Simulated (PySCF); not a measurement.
**C₄H₉F₂NSi: electronic excitations**

What electronic excitations should C₄H₉F₂NSi (`FC(F)/C=C\CN[SiH3]`) show?

The runs use PySCF 2.14.0, with density-fitted response routines of our own; the level of theory stands in each step. All values are computed, except where a source is named. Atoms count from 0, in the outputs and in this text.

### 1 The starting structure

17 atoms, charge 0, multiplicity 1; geometry from: GFN2-xTB.

Bonds of the start (Å): F0–C1 1.36, C1–F2 1.37, C1–C3 1.50, C3–C4 1.32, C4–C5 1.50, C5–N6 1.44, N6–Si7 1.72, C1–H8 1.10, C3–H9 1.08, C4–H10 1.08, C5–H11 1.10, C5–H12 1.10, N6–H13 1.01, Si7–H14 1.47, Si7–H15 1.46, Si7–H16 1.47.

### 2 Excited states and response: CAM-B3LYP/def2-SVPD

What the job is given:

```
{"job": {"kind": "uv", "xc": "CAM-B3LYP", "basis": "def2-SVPD", "nstates": 8, "ntriplets": 3}, "charge": 0, "multiplicity": 1}
F     -2.430446     1.824377    -1.398321
C     -1.667028     0.909052    -0.747866
F     -2.528707     0.236788     0.073898
C     -1.026259    -0.017460    -1.735888
C      0.038514    -0.778465    -1.531606
C      0.886572    -0.917790    -0.302757
N      0.356834    -0.299987     0.883735
Si     1.330985     0.396416     2.118694
H     -0.957499     1.448885    -0.106392
H     -1.539372    -0.048118    -2.686720
H      0.376077    -1.401129    -2.350704
H      1.071471    -1.994577    -0.152852
H      1.860427    -0.462530    -0.515035
H     -0.524963    -0.711075     1.151989
H      2.139204    -0.558601     2.892534
H      0.372602     1.076347     2.982569
H      2.234588     1.309897     1.414810
```

Level: TDDFT CAM-B3LYP/def2-SVPD, vertical, gas phase, core orbitals frozen in the response.

The run is started by

```sh
$ OMP_NUM_THREADS=1 python probes_run.py task.json out
```

The driver reads the jobs from task.json and runs them one after another.

Predict these results of the whole session: lowest singlet (CAM-B3LYP/def2-SVPD); brightest single state of those computed; lowest triplet.

**Answer**, as computed:

| quantity | value |
| --- | --- |
| lowest singlet (CAM-B3LYP/def2-SVPD) | 5.94 eV (209 nm), f = 0.022 |
| brightest single state of those computed | state 5, 7.29 eV, f = 0.190 |
| lowest triplet | 4.32 eV |

The lowest singlet, at 5.94 eV, is HOMO→LUMO 0.94 and is weak; of the 8 states computed, the strongest absorption comes from state 5 at 7.29 eV. The lowest triplet lies 1.62 eV below the lowest singlet (triplets in Tamm-Dancoff, singlets in full TDDFT).
